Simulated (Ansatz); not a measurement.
**TiCl (doublet): from Hartree-Fock to the top rungs, def2-SVP**

The task here is to estimate one member of a computed series from the others.

The runs use Ansatz 0.2.0, Gaussian basis; def2-SVP, core rule «outside noble gas», up to 14 orbitals frozen.

Plan: UHF; CCSD(T) on ROHF; CCSD(T) on UHF; CISD; CCSDT(Q) on ROHF; CCSDT(Q) on UHF.

25 further runs of the same task are left out: 10 for a known fault of the program, 6 that didn't finish, 9 set aside as unsound or not needed.

### The system

The geometry is a PBE0/def2-TZVP stationary point (not a proven minimum).

2 atoms, charge 0, spin multiplicity 2.

Atoms are counted from 1 here; the program's logs count them from 0.

Bond lengths: Ti1–Cl2 2.208 Å.

As a file:

```csv
atom,x (Å),y (Å),z (Å)
Ti1,0.00000,0.00000,0.00000
Cl2,0.00000,0.00000,2.20842
```

Set-up of the first run:

in.yaml

```yaml
crystal:
  periodic: [false, false, false]
  atoms:
    - {symbol: Ti, position_ang: [0.000000, 0.000000, 0.000000]}
    - {symbol: Cl, position_ang: [0.000000, 0.000000, 2.208423]}
basis:
  gaussian: {orbitals: def2-SVP}
magnetization: {spin_polarized: true, initial_magnetization: 1}
hamiltonian: {xc: hf}
output: {orbitals: {seedname: orbitals}}
```

On the command line:

```console
$ ansatz run in.yaml --threads 1 --pin off --events-out ev --progress --plain --max-ram 2393MiB
```

Among the steps run: UHF; CCSD(T) on ROHF; CCSD(T) on UHF; CISD; CCSDT(Q) on ROHF; CCSDT(Q) on UHF.

One of the session's tables, all rows but one given; the rest of the session is left out.

```
   method  from RCCSDT(Q) (kJ/mol)
     ROHF                   +615.8
      UHF                   +487.4
     RMP2                   +119.8
     UMP2                    +72.7
    RCCSD                    +24.5
    UCCSD                     +9.1
 RCCSD(T)                     +6.0
 UCCSD(T)                     -8.7
   RCCSDT                     +1.9
   UCCSDT                        ?
RCCSDT(Q)                        0
UCCSDT(Q)                    -23.1
```

Q: Estimate the row for UCCSDT from the others.

**Answer.** from RCCSDT(Q) (kJ/mol): -19.2. In the column «from RCCSDT(Q) (kJ/mol)» it lies between UCCSDT(Q) (-23.1) and UCCSD(T) (-8.7).

Not comparable, so not listed: CISD (they don't share determinant, frozen orbitals or solution with the rows shown, or repeat one).

The program flags UCCSD(T), UCCSDT(Q) as in doubt (see the logs), so those rows may rest on another solution; read them beside their warnings.

Caveats from the session: The determinant is far from a pure spin state, so its energy mixes those of several spin states (harmless only where they are near-degenerate, as at dissociation). The program flags UCCSD(T), UCCSDT(Q) as in doubt, so those rows may rest on another solution; read them beside their warnings. Warnings: spin contamination; large T1 diagnostic. Restricted and unrestricted rows rest on different reference determinants; where their highest levels disagree by more than a few hundredths of an eV, they describe different states and don't form one ladder.
